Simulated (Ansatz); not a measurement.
# C7H10N2: how energies converge with the basis set

Aim: see how fast density functionals converge with the basis set for C7H10N2.

Program: Ansatz 0.2.0, Gaussian basis. Level of theory: one geometry, several basis sets. These are calculated values, not measurements.

Plan: PBE0-D4/def2-SVP; ωB97M-V/def2-SVP; PBE0-D4/def2-QZVPP; ωB97M-V/def2-QZVPP; the functionals' def2-TZVPP values are taken from earlier runs.

**1. Structure used throughout**

All runs share one geometry, relaxed beforehand with PBE0-D4 in a triple-zeta def2 set.

SMILES `CN(N)c1ccccc1`, 19 atoms, charge 0, spin multiplicity 1.

Atoms are counted from 1 here; the program's logs count them from 0.

Bond lengths: C1–N2 1.440 Å, C1–H10 1.100 Å, C1–H11 1.093 Å, C1–H12 1.087 Å, N2–N3 1.393 Å, N2–C4 1.383 Å, N3–H13 1.018 Å, N3–H14 1.013 Å, C4–C5 1.403 Å, C4–C9 1.402 Å, C5–C6 1.384 Å, C5–H15 1.081 Å, C6–C7 1.387 Å, C6–H16 1.085 Å, C7–C8 1.386 Å, C7–H17 1.083 Å, C8–C9 1.384 Å, C8–H18 1.085 Å and more. Angles: N2–C1–H10 112.9°, N2–C1–H11 110.7°, N2–C1–H12 107.5°, H10–C1–H11 108.3°, H10–C1–H12 108.8°, H11–C1–H12 108.5°, C1–N2–N3 114.1°, C1–N2–C4 120.0°, N3–N2–C4 119.5°, N2–N3–H13 110.8°, N2–N3–H14 109.8°, H13–N3–H14 108.1°, N2–C4–C5 121.0°, N2–C4–C9 121.1°, C5–C4–C9 117.8°, C4–C5–C6 120.6°, C4–C5–H15 120.3°, C6–C5–H15 119.1° and more.

**2. PBE0-D4 in def2-SVP**

The input, in.yaml:

```yaml
crystal:
  periodic: [false, false, false]
  atoms:
    - {symbol: C, position_ang: [1.741050, -0.033131, -1.782633]}
    - {symbol: N, position_ang: [1.146771, -0.693055, -0.648680]}
    - {symbol: N, position_ang: [2.045108, -1.440705, 0.109286]}
    - {symbol: C, position_ang: [0.026474, -0.153970, -0.042526]}
    - {symbol: C, position_ang: [-0.698791, 0.880566, -0.652316]}
    - {symbol: C, position_ang: [-1.837142, 1.391232, -0.054348]}
    - {symbol: C, position_ang: [-2.288311, 0.904477, 1.163245]}
    - {symbol: C, position_ang: [-1.572005, -0.111634, 1.775888]}
    - {symbol: C, position_ang: [-0.432278, -0.635942, 1.191022]}
    - {symbol: H, position_ang: [2.076108, 0.989765, -1.555309]}
    - {symbol: H, position_ang: [1.035402, 0.014315, -2.615514]}
    - {symbol: H, position_ang: [2.600172, -0.623553, -2.090621]}
    - {symbol: H, position_ang: [2.233986, -0.984305, 0.999273]}
    - {symbol: H, position_ang: [1.653239, -2.355010, 0.301742]}
    - {symbol: H, position_ang: [-0.371796, 1.291471, -1.597536]}
    - {symbol: H, position_ang: [-2.375354, 2.191123, -0.551059]}
    - {symbol: H, position_ang: [-3.178688, 1.311260, 1.626420]}
    - {symbol: H, position_ang: [-1.901872, -0.509133, 2.729500]}
    - {symbol: H, position_ang: [0.097914, -1.433761, 1.694165]}
basis:
  gaussian: {orbitals: def2-SVP}
hamiltonian: {xc: pbe0, dispersion: d4}
output: {orbitals: {seedname: orbitals}}
```

The run is started by

```console
$ ansatz run in.yaml --threads 2 --pin off --events-out ev --progress --plain --max-ram 22528MiB --backend cpu
```

Further steps of the session: ωB97M-V in def2-SVP; PBE0-D4 in def2-QZVPP; ωB97M-V in def2-QZVPP.

Before running them: what should the planned runs give, taken together? Wanted: PBE0-D4: double and triple zeta above quadruple; ωB97M-V: double and triple zeta above quadruple.

**Answer**, as computed:

```
                                       quantity           value
PBE0-D4: double and triple zeta above quadruple  11.75, 0.56 eV
ωB97M-V: double and triple zeta above quadruple  12.20, 0.52 eV
```

**Reading.** PBE0-D4 gains 11.20 eV from double to triple zeta, then 0.56 eV more. Total energies overstate the basis error of differences, where much of it tends to cancel. The LUMO of ωB97M-V is positive and keeps falling with the basis (2.12 to 1.61 eV): an unbound level that the basis holds in place.
